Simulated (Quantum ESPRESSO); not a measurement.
The system is HPbNO4.

```
H Pb N O
1.0
     6.85877    0.00000    0.00000
     0.00000    4.22865    0.00000
    -3.39101    0.00000    7.27459
H Pb N O
2 2 2 8
Direct
  0.22549 0.75000 0.50730
  0.77451 0.25000 0.49270
  0.30229 0.25000 0.28494
  0.69771 0.75000 0.71506
  0.21484 0.75000 0.83567
  0.78516 0.25000 0.16433
  0.33078 0.75000 0.45338
  0.40909 0.75000 0.86901
  0.15508 0.75000 0.96537
  0.07083 0.75000 0.66955
  0.66922 0.25000 0.54661
  0.59091 0.25000 0.13099
  0.84492 0.25000 0.03463
  0.92917 0.25000 0.33045
```

The cell was built by a generator and needn't be a form met in nature.

Base run:

```yaml
Program: Quantum ESPRESSO 7.5
Functional: PBEsol
Potentials_or_basis: SG15 PBE 1.2
Cutoff: 1197 eV
Density_cutoff: 4789 eV
k_mesh: 4 × 4 × 3
Occupations: fermi-dirac, width 0.05 eV
Spin: no spin polarisation
```

Its results: band gap on the k mesh 3.08 eV, indirect (least direct gap 3.25 eV); pressure -1.9 GPa; largest force 0.311 eV/Å.

Question: The run is repeated on the same cell with these changes: functional from PBEsol to LDA. What comes out?

Answer: Band gap on the k mesh 3.03 eV, indirect (least direct gap 3.19 eV); pressure -3.6 GPa; largest force 0.687 eV/Å.

LDA binds more tightly than PBEsol, so the same cell stands under less pressure.

Caveats: the potentials were made for another functional, which shifts forces and pressure; spin-orbit coupling is left out, which as a rule narrows the gap of such compounds by several tenths of an eV; some levels on the path didn't converge (some runs).

A k mesh can miss the band edges.
